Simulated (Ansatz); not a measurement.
# TaGa3: the cost of one run

All numbers below are computed with Ansatz 0.2.0 (DFT, r2SCAN, no spin polarisation, plane waves, PAW).

## Step 1: The structure

Symmetry: I4/mmm, No. 139, tetragonal system. The conventional cell has a = 3.788 Å, b = 3.788 Å, c = 8.770 Å, α = 90.00°, β = 90.00°, γ = 90.00°. Around Ta (site symmetry 4/mmm) lie 12 Ga at 2.68 to 2.90 Å. Ga (site symmetry 4/mmm) is surrounded by 4 Ta at 2.68 Å and 8 Ga at 2.90 Å. Around Ga (site symmetry -4m2) lie 8 Ga at 2.68 to 2.90 Å and 4 Ta at 2.90 Å.

In its conventional cell, by symmetry (the run takes the cell typed in the input):

```cif
data_structure
_symmetry_space_group_name_H-M 'I4/mmm'
_symmetry_Int_Tables_number 139
_cell_length_a 3.7880
_cell_length_b 3.7880
_cell_length_c 8.7700
_cell_angle_alpha 90.000
_cell_angle_beta 90.000
_cell_angle_gamma 90.000
_cell_volume 125.84
loop_
_atom_site_label
_atom_site_type_symbol
_atom_site_symmetry_multiplicity
_atom_site_Wyckoff_symbol
_atom_site_fract_x
_atom_site_fract_y
_atom_site_fract_z
_atom_site_occupancy
Ta1 Ta 2 a 0.00000 0.00000 0.00000 1
Ga1 Ga 2 b 0.50000 0.50000 0.00000 1
Ga2 Ga 4 d 0.50000 0.00000 0.25000 1
```

The first density is read from a saved solution for the starting cell.

## Step 2: The walk to rest

The input, input.yaml:

```yaml
crystal:
  lattice:
    - [-1.89401699, 1.89401699, 4.38500481]
    - [1.89401699, -1.89401699, 4.38500481]
    - [1.89401699, 1.89401699, -4.38500481]
  atoms:
    - { symbol: Ta, position: [0.0, 0.0, 0.0] }
    - { symbol: Ga, position: [0.5, 0.5, 0.0] }
    - { symbol: Ga, position: [0.25, 0.75, 0.5] }
    - { symbol: Ga, position: [0.75, 0.25, 0.5] }
  symmetry: { tolerance: 0.0003 }
kpoints:
  mp_grid: { grid: [8, 8, 8], shift: [0, 0, 0] }
magnetization:
  spin_polarized: false
scf:
  occupations: { method: cold, width: 0.1546 }
  lower_state_search: "off"
hamiltonian:
  pseudopotentials: { kind: paw }
  xc: r2scan
basis:
  ecutwfc: 500
  fft_grid_basis: typed
relax:
  max_steps: 80
  cell: { p_target: 0.0 }
  f_tol: 0.03
output:
  forces: true
  stress: true
  eigenvalues: true
  bader: true
  populations: true
  elf: true
  write_potential: true
  volumetric_format: npy
  dos:
    e_range: [-12, 8]
    de: 0.05
    projected: { site_lists: { Ga: [Ga], Ta: [Ta] } }
  write_density: true
checkpoint:
  read: saved_state
```

Command:

```bash
ansatz run input.yaml --threads 2 --pin off --max-ram 3584MiB --backend cpu --events-out ev --progress --plain --runs-dir out
```

**Question.** How long does this run take on 2 threads of an Arm CPU, shared host, and how much memory does it need?

About 2.4 min, with a peak of 0.8 GiB.
